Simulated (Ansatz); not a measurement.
**triplet SiN2H4ClF: levels of theory compared**

Aim: a comparison of 6 runs (UHF/STO-3G, U-r2SCAN/6-31G*, UB2PLYP/6-31G*, UPBE0/6-31G*, UB3LYP/6-31G*, RPA@PBE0/6-31G*) of triplet SiN2H4ClF. 

The calculation is run with Ansatz 0.2.0.

117 further runs of the same task are left out: 117 set aside as unsound or not needed.

### Step 1. The system as given

SiN2H4ClF has 9 atoms, charge 0, and is taken as a triplet. SMILES of the parent species: `N[Si](N)(F)Cl`. The coordinates come from a PBE0-D4/def2-TZVP relaxation. This is one conformer, not always the lowest. That shape belongs to the parent species and isn't relaxed for this state.

Bond lengths: N1–Si2 1.688 Å, Si2–N3 1.684 Å, Si2–F4 1.593 Å, Si2–Cl5 2.053 Å, N1–H6 1.006 Å, N1–H7 1.007 Å, N3–H8 1.006 Å, N3–H9 1.005 Å. Some angles: N1–Si2–N3 109.6°, N1–Si2–F4 104.5°, N1–Si2–Cl5 117.1°, N3–Si2–F4 116.4°, N3–Si2–Cl5 105.5°, F4–Si2–Cl5 104.2°, Si2–N1–H6 120.4°, Si2–N1–H7 120.4°, Si2–N3–H8 121.2°, Si2–N3–H9 121.8°.

### Step 2. A single-point energy at UHF/STO-3G (run 1)

job.yaml

```yaml
basis:
  gaussian:
    orbitals: STO-3G
crystal:
  periodic: [false, false, false]
  atoms:
    - {symbol: "N", position_ang: [-1.103400, 0.512600, -0.802400]}
    - {symbol: Si, position_ang: [0.413700, -0.007900, -0.276100]}
    - {symbol: "N", position_ang: [0.278200, -0.677900, 1.262900]}
    - {symbol: F, position_ang: [0.921700, -0.982300, -1.429200]}
    - {symbol: Cl, position_ang: [1.890300, 1.411100, -0.127000]}
    - {symbol: H, position_ang: [-1.655800, 1.131700, -0.233100]}
    - {symbol: H, position_ang: [-1.287400, 0.634500, -1.784500]}
    - {symbol: H, position_ang: [-0.423900, -1.367700, 1.471900]}
    - {symbol: H, position_ang: [1.055000, -0.700400, 1.900500]}
output: {orbitals: {seedname: orbitals}}
accuracy: high
hamiltonian:
  xc: hf
magnetization:
  spin_polarized: true
  initial_magnetization: 2
```

On the command line:

```console
$ ansatz run job.yaml --threads 1 --pin off --max-ram 2610MiB --events-out events.jsonl --progress --plain --runs-dir runs
```

The log of the run:

```text
Warning: RAYON_NUM_THREADS=1 ignored (pool sized by the plan → 1); use --threads N
Functional definition: HF
  name "HF"
  exchange = exact_x
  correlation = 0
791 factors; integrals over basis functions are off by at most 2.8e-8 eV
mean field evaluation 1: about -25787.6265 eV, gradient 1.4e1 eV
mean field evaluation 2: about -25787.8238 eV, gradient 1.4e1 eV
mean field evaluation 4: about -25790.1225 eV, gradient 3.3e0 eV
mean field evaluation 8: about -25790.1589 eV, gradient 1.9e0 eV
mean field evaluation 16: about -25791.3599 eV, gradient 7.5e-5 eV
mean field evaluation 32: about -25790.2863 eV, gradient 9.4e-1 eV
mean field evaluation 64: about -25784.0197 eV, gradient 9.6e0 eV
mean field evaluation 96: about -25789.1987 eV, gradient 7.8e0 eV
mean field evaluation 128: about -25790.4681 eV, gradient 8.3e-2 eV
mean field evaluation 160: about -25790.4625 eV, gradient 3.1e0 eV
mean field evaluation 192: about -25790.0801 eV, gradient 9.0e-8 eV
mean field evaluation 224: about -25790.2137 eV, gradient 3.5e0 eV
mean field evaluation 256: about -25791.1441 eV, gradient 1.6e0 eV
mean field -25791.46866556 eV, -947.8189913739 hartree, gradient 1.5e-8 eV, S^2 2.012604; 5 other end points of the search recorded, 0 dependent functions left out
reference -25791.46866556 eV, -947.8189913739 hartree; 30, 28 occupied and 7, 9 virtual orbitals, 791 factors
Total energy: -25791.46866556 eV, -947.8189913739 hartree
```

Run time: 3.3 s. Hardware: 1 thread of Arm Neoverse V2, shared host; peak memory 0.12 GiB.

### Step 3. The energy at U-r2SCAN/6-31G(d) (spherical functions) (run 2)

run.yaml

```yaml
basis:
  gaussian:
    orbitals: 6-31G_st_-spherical.json
crystal:
  periodic: [false, false, false]
  atoms:
    - symbol: "N"
      position_ang: [-1.103400, 0.512600, -0.802400]
    - symbol: Si
      position_ang: [0.413700, -0.007900, -0.276100]
    - symbol: "N"
      position_ang: [0.278200, -0.677900, 1.262900]
    - symbol: F
      position_ang: [0.921700, -0.982300, -1.429200]
    - symbol: Cl
      position_ang: [1.890300, 1.411100, -0.127000]
    - symbol: H
      position_ang: [-1.655800, 1.131700, -0.233100]
    - symbol: H
      position_ang: [-1.287400, 0.634500, -1.784500]
    - symbol: H
      position_ang: [-0.423900, -1.367700, 1.471900]
    - symbol: H
      position_ang: [1.055000, -0.700400, 1.900500]
magnetization:
  spin_polarized: true
  initial_magnetization: 2
hamiltonian:
  xc: r2scan
accuracy: high
output:
  orbitals: {seedname: orbitals}
```

The basis set 6-31G* is read from a file made from the Basis Set Exchange's data (not shown).

On the command line:

```console
$ ansatz run run.yaml --threads 1 --pin off --max-ram 2610MiB --events-out events.jsonl --progress --plain --runs-dir runs
```

The log of the run:

```text
Warning: RAYON_NUM_THREADS=1 ignored (pool sized by the plan → 1); use --threads N
Functional definition: r2SCAN
  name "r2SCAN"
  parameter k0 = 0.174
  parameter k1 = 0.065
  parameter a1 = 4.9479
  exchange = r2scan_x(k0 = k0, k1 = k1, a1 = a1)
  correlation = r2scan_c
1944 factors; integrals over basis functions are off by at most 3.7e-9 eV
mean field evaluation 1: about -26136.9667 eV, gradient 6.1e1 eV
mean field evaluation 2: about -26083.7641 eV, gradient 1.1e2 eV
mean field evaluation 4: about -26144.5479 eV, gradient 4.0e1 eV
mean field evaluation 8: about -26152.2987 eV, gradient 1.8e1 eV
mean field evaluation 16: about -26154.5062 eV, gradient 2.1e-1 eV
mean field evaluation 32: about -26149.3003 eV, gradient 2.7e1 eV
mean field evaluation 64: about -26154.3178 eV, gradient 5.1e0 eV
mean field evaluation 96: about -26154.5625 eV, gradient 1.5e0 eV
mean field -26154.59098721 eV, -961.1634905615 hartree, gradient 1.9e-8 eV, S^2 2.004320; 12 other end points of the search recorded, 0 dependent functions left out
reference -26154.59098921 eV, -961.1634906350 hartree; 30, 28 occupied and 56, 58 virtual orbitals, 1944 factors
Total energy: -26154.59098921 eV, -961.1634906350 hartree
```

It took 2.9 min on 1 thread of Arm Neoverse V2, shared host; peak memory 0.49 GiB.

Run 3 isn't shown in full; the table further down has it.

### Step 4. A single-point energy at UPBE0/6-31G(d) (spherical functions) (run 4)

molecule.yaml

```yaml
crystal:
  periodic: [false, false, false]
  atoms:
    - {symbol: N, position_ang: [-1.103400, 0.512600, -0.802400]}
    - {symbol: Si, position_ang: [0.413700, -0.007900, -0.276100]}
    - {symbol: "N", position_ang: [0.278200, -0.677900, 1.262900]}
    - {symbol: F, position_ang: [0.921700, -0.982300, -1.429200]}
    - {symbol: Cl, position_ang: [1.890300, 1.411100, -0.127000]}
    - {symbol: H, position_ang: [-1.655800, 1.131700, -0.233100]}
    - {symbol: H, position_ang: [-1.287400, 0.634500, -1.784500]}
    - {symbol: H, position_ang: [-0.423900, -1.367700, 1.471900]}
    - {symbol: H, position_ang: [1.055000, -0.700400, 1.900500]}
basis:
  gaussian:
    orbitals: 6-31G_st_-spherical.json
magnetization:
  spin_polarized: true
  initial_magnetization: 2
hamiltonian:
  xc: pbe0
accuracy: high
output:
  orbitals: {seedname: orbitals}
```

The basis set 6-31G* is read from a file made from the Basis Set Exchange's data (not shown).

On the command line:

```console
$ ansatz run molecule.yaml --threads 1 --pin off --max-ram 2610MiB --events-out events.jsonl --progress --plain --runs-dir runs
```

The log of the run:

```text
Warning: RAYON_NUM_THREADS=1 ignored (pool sized by the plan → 1); use --threads N
Functional definition: PBE0
  name "PBE0"
  parameter a = 0.25
  parameter kappa = 0.804
  parameter beta = 0.06672455060314922
  exchange = (1 - a)*pbe_x(kappa = kappa, mu = beta*pi^2/3) + a*exact_x
  correlation = pbe_c(beta = beta)
1944 factors; integrals over basis functions are off by at most 3.7e-9 eV
mean field evaluation 1: about -26131.4842 eV, gradient 5.4e1 eV
mean field evaluation 2: about -26106.6627 eV, gradient 8.7e1 eV
mean field evaluation 4: about -26139.7576 eV, gradient 2.9e1 eV
mean field evaluation 8: about -26144.9664 eV, gradient 1.7e0 eV
mean field evaluation 16: about -26145.1961 eV, gradient 1.2e0 eV
mean field -26145.31462721 eV, -960.8225906192 hartree, gradient 3.0e-8 eV, S^2 2.003290; 2 other end points of the search recorded, 0 dependent functions left out
reference -26145.31462982 eV, -960.8225907150 hartree; 30, 28 occupied and 56, 58 virtual orbitals, 1944 factors
Total energy: -26145.31462982 eV, -960.8225907150 hartree
```

Wall time 23 s (1 thread of Arm Neoverse V2, shared host); peak memory 0.47 GiB.

Run 5 isn't shown in full; the table further down has it.

### Step 5. The energy at RPA@PBE0/6-31G(d) (spherical functions) (run 6)

in.yaml

```yaml
crystal:
  periodic: [false, false, false]
  atoms:
    - symbol: N
      position_ang: [-1.103400, 0.512600, -0.802400]
    - symbol: Si
      position_ang: [0.413700, -0.007900, -0.276100]
    - symbol: N
      position_ang: [0.278200, -0.677900, 1.262900]
    - symbol: F
      position_ang: [0.921700, -0.982300, -1.429200]
    - symbol: Cl
      position_ang: [1.890300, 1.411100, -0.127000]
    - symbol: H
      position_ang: [-1.655800, 1.131700, -0.233100]
    - symbol: H
      position_ang: [-1.287400, 0.634500, -1.784500]
    - symbol: H
      position_ang: [-0.423900, -1.367700, 1.471900]
    - symbol: H
      position_ang: [1.055000, -0.700400, 1.900500]
basis:
  gaussian:
    orbitals: 6-31G_st_-spherical.json
magnetization:
  spin_polarized: true
  initial_magnetization: 2
hamiltonian:
  xc: {name: PBE0}
correlation:
  method: rpa
  frozen_orbitals: {Cl: 5, F: 1, H: 0, "N": 1, Si: 5}
accuracy: high
```

The basis set 6-31G* is read from a file made from the Basis Set Exchange's data (not shown).

On the command line:

```console
$ ansatz run in.yaml --threads 1 --pin off --max-ram 2610MiB --events-out events.jsonl --progress --plain --runs-dir runs
```

The log of the run:

```text
Warning: RAYON_NUM_THREADS=1 ignored (pool sized by the plan → 1); use --threads N
[... 7 set-up lines as earlier in the session ...]
1944 factors; integrals over basis functions are off by at most 3.7e-9 eV
mean field evaluation 1: about -26131.4842 eV, gradient 5.4e1 eV
mean field evaluation 2: about -26131.5209 eV, gradient 5.4e1 eV
mean field evaluation 4: about -26143.2427 eV, gradient 1.4e1 eV
mean field evaluation 8: about -26144.9571 eV, gradient 2.6e0 eV
mean field evaluation 16: about -26145.0416 eV, gradient 9.7e-1 eV
mean field evaluation 32: about -26145.3111 eV, gradient 1.2e-1 eV
mean field evaluation 64: about -26144.5387 eV, gradient 4.5e0 eV
mean field -26145.31462721 eV, -960.8225906192 hartree, gradient 2.5e-8 eV, S^2 2.003290; 4 other end points of the search recorded, 0 dependent functions left out
13 core orbitals not correlated: weight in the atoms' cores, before any rotation towards them, 1.000 or more for the frozen orbitals, at most 0.000 for the correlated occupied ones
reference -26094.48386342 eV, -958.9545945043 hartree; 17, 15 occupied and 56, 58 virtual orbitals, 1944 factors
Total energy: -26121.04782209 eV, -959.9308019795 hartree
```

It took 59 s on 1 thread of Arm Neoverse V2, shared host; peak memory 0.66 GiB.

### Step 6. The series

```
run                                  level  frozen core orbitals  Cartesian functions  energy (Eh)   ⟨S²⟩  wall time
  1                             UHF/STO-3G                     –                   no  -947.818991  2.013      3.3 s
  2  U-r2SCAN/6-31G* (spherical functions)                     –                   no  -961.163491  2.004    2.9 min
  3   UB2PLYP/6-31G* (spherical functions)                    13                   no  -960.840496  2.004       42 s
  4     UPBE0/6-31G* (spherical functions)                     –                   no  -960.822591  2.003       23 s
  5    UB3LYP/6-31G* (Cartesian functions)                     –                  yes  -961.356834  2.003       45 s
  6  RPA@PBE0/6-31G* (spherical functions)                    13                   no  -959.930802  2.003       59 s
```

### Step 7. What came out

| quantity | value |
| --- | --- |
| run 6: total energy | -959.93080 Eh |
| run 6: RPA correlation energy (valence) | -976.2 mEh |
| run 6: ⟨S²⟩ of the reference determinant | 2.003 |

**Reading.** Totals of different functionals can't be ranked against each other. In run 1 the basis is minimal, so the values are rough. All runs together took 5.8 min, the longest 2.9 min.
